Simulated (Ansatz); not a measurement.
# BGeH₃ (triplet): from Hartree-Fock to the top rungs, cc-pVTZ

One table from this session's results is given with a row withheld; the runs are named, their logs left out.

The runs use Ansatz 0.2.0, Gaussian basis; cc-pVTZ, core rule «outside noble gas», up to 15 orbitals frozen.

The runs, in order: UHF; CCSD(T) on ROHF; CCSD(T) on UHF; BCCD(T) on ROHF; CCSDT(Q) on ROHF; CCSDT(Q) on UHF; CASSCF and NEVPT2, 10 electrons in 11 orbitals.

4 further runs of the same task are left out: 4 set aside as unsound or not needed.

## What is computed

The geometry is a PBE0/def2-TZVP stationary point (not a proven minimum) of the parent state, kept for this charge and spin. No spin-orbit coupling is included. The filled d shell of Ge may be among the frozen orbitals whatever the setting's name suggests; the logs give the count.

5 atoms, charge 0, spin multiplicity 3.

Atoms are counted from 1 here; the program's logs count them from 0.

Bond lengths: Ge1–B2 1.949 Å, Ge1–H3 1.780 Å, B2–H3 1.366 Å, B2–H4 1.203 Å, B2–H5 1.203 Å. Angles: B2–Ge1–H3 42.7°, Ge1–B2–H3 62.0°, Ge1–B2–H4 120.1°, Ge1–B2–H5 120.1°, H3–B2–H4 106.0°, H3–B2–H5 106.0°, H4–B2–H5 119.4°, Ge1–H3–B2 75.3°.

The first run:

File in.yaml:

```yaml
crystal:
  periodic: [false, false, false]
  atoms:
    - {symbol: Ge, position_ang: [-0.002248, 0.000000, 0.318665]}
    - {symbol: B, position_ang: [-0.066617, -0.000001, -1.629219]}
    - {symbol: H, position_ang: [1.160664, 0.000000, -1.028885]}
    - {symbol: H, position_ang: [-0.142071, -1.038714, -2.230917]}
    - {symbol: H, position_ang: [-0.142072, 1.038712, -2.230918]}
basis:
  gaussian: {orbitals: cc-pVTZ}
magnetization: {spin_polarized: true, initial_magnetization: 2}
hamiltonian: {xc: hf}
output: {orbitals: {seedname: orbitals}}
```

Run with:

```
> ansatz run in.yaml --threads 1 --pin off --events-out ev --progress --plain --max-ram 4096MiB --backend cpu
```

Steps of the session up to this table: UHF; CCSD(T) on ROHF; CCSD(T) on UHF; BCCD(T) on ROHF; CCSDT(Q) on ROHF; CCSDT(Q) on UHF; CASSCF and NEVPT2, 10 electrons in 11 orbitals.

One of the session's tables, all rows but one given; the rest of the session is left out.

```
        method  from UCCSDT(Q) (meV)
          ROHF               +6629.8
           UHF               +6437.7
          RMP2               +1125.0
          UMP2                     ?
         RCCSD                +307.6
         UCCSD                +291.3
      RCCSD(T)                 +53.3
      UCCSD(T)                 +45.6
       BCCD(T)                 +52.6
        RCCSDT                 +21.2
        UCCSDT                 +10.5
     RCCSDT(Q)                 +10.8
     UCCSDT(Q)                     0
CASSCF valence               +4332.1
NEVPT2 valence               +1054.0
```

Estimate the missing values for UMP2.

The run gave: from UCCSDT(Q) (meV): +1190.3. In the column «from UCCSDT(Q) (meV)» it lies between RMP2 (+1125.0) and CASSCF valence (+4332.1).

Limits of these values: Restricted and unrestricted rows rest on different reference determinants; where their highest levels disagree by more than a few hundredths of an eV, they describe different states and don't form one ladder.
